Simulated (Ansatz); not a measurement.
# Li+ with SO₂: structure and interaction energy

An exercise on one series of results from a longer session: the logs are not shown, and one member is left open.

The runs use Ansatz 0.2.0, Gaussian basis; PBE0-D4 structure, single points in def2-TZVPPD.

Levels: PBE-D4, revPBE-D4, BLYP-D4, r2SCAN-D4, B97M-V, PBE0-D4, B3LYP-D4, HSE06-D4, wB97X-V, wB97M-V, B2PLYP, Hartree-Fock, MP2, CCSD, CCSD(T). The reference is CCSD(T) extrapolated to the basis limit.

Cores are frozen in the correlated methods. The outer core shell of Li, Na, Mg and K is correlated. B3LYP uses VWN-RPA correlation. B2PLYP carries no dispersion term here.

163 further runs of the same task are left out: 163 set aside as unsound or not needed.

## Starting geometry

The pair, from a GFN2-xTB docking trial: 4 atoms, charge 1, spin multiplicity 1.

Atoms are counted from 1 here; the program's logs count them from 0.

Bond lengths: Li1–O4 1.657 Å, O2–S3 1.408 Å, S3–O4 1.472 Å. Angles: O2–S3–O4 112.9°, Li1–O4–S3 153.2°.

Coordinates:

```xyz
4

Li    0.2177    0.0949   -1.9824
O    -1.1059   -0.1285    1.2964
S     0.2790   -0.0334    1.0584
O     0.6092    0.0670   -0.3723
```

Atoms 1 to 1 are fragment A (Li+), the rest fragment B (SO₂).

Set-up of the first run:

Contents of pre/in.yaml:

```yaml
crystal:
  periodic: [false, false, false]
  atoms:
    - {symbol: Li, position_ang: [0.217700, 0.094900, -1.982400]}
    - {symbol: O, position_ang: [-1.105900, -0.128500, 1.296400]}
    - {symbol: S, position_ang: [0.279000, -0.033400, 1.058400]}
    - {symbol: O, position_ang: [0.609200, 0.067000, -0.372300]}
basis:
  gaussian: {orbitals: def2-SVP}
total_charge: 1
hamiltonian: {xc: pbe, dispersion: d4}
relax: {f_tol: 0.03, max_steps: 250}
```

Launch:

```console
ansatz run in.yaml --threads 2 --pin off --events-out ev --progress --plain --max-ram 5222MiB
```

Among the steps run: A first relaxation in a small basis; Relaxation at PBE0-D4; wB97X-V/def2-TZVPPD; wB97M-V/def2-TZVPPD; B2PLYP/def2-TZVPPD; B97M-V/def2-TZVPPD; CCSD(T)/def2-TZVPPD; Hartree-Fock/STO-3G; SPW92/def2-SVP; wB97M-V/def2-SVP; CCSD(T)/def2-SVP; Vibrations of the pair.

One of the session's tables, all rows but one given; the rest of the session is left out.

| method | interaction (meV) |
| --- | --- |
| PBE-D4 | -1196 |
| revPBE-D4 | -1166 |
| BLYP-D4 | -1244 |
| r2SCAN-D4 | -1137 |
| B97M-V | -1183 |
| PBE0-D4 | -1239 |
| B3LYP-D4 | -1284 |
| HSE06-D4 | -1237 |
| wB97X-V | -1225 |
| wB97M-V | -1243 |
| B2PLYP | -1215 |
| Hartree-Fock | -1324 |
| MP2 | -1114 |
| CCSD | ? |
| CCSD(T) | -1160 |
| CCSD(T)/CBS | -1192 |

**Question.** Estimate the row for CCSD.

**Answer.** interaction (meV): -1201. In the column «interaction (meV)» it lies between B2PLYP (-1215) and PBE-D4 (-1196).

Among the levels timed on like hardware, those that no quicker one beats, quickest first: revPBE-D4 (3 s, +25 meV); PBE-D4 (3.2 s, -4 meV).

PBE-D4 reaches 4 meV from the reference in 3.2 s; the quickest level in the cost chart, revPBE-D4, takes 3 s and misses by 25 meV.

Caveats from the session: A lower arrangement may exist.
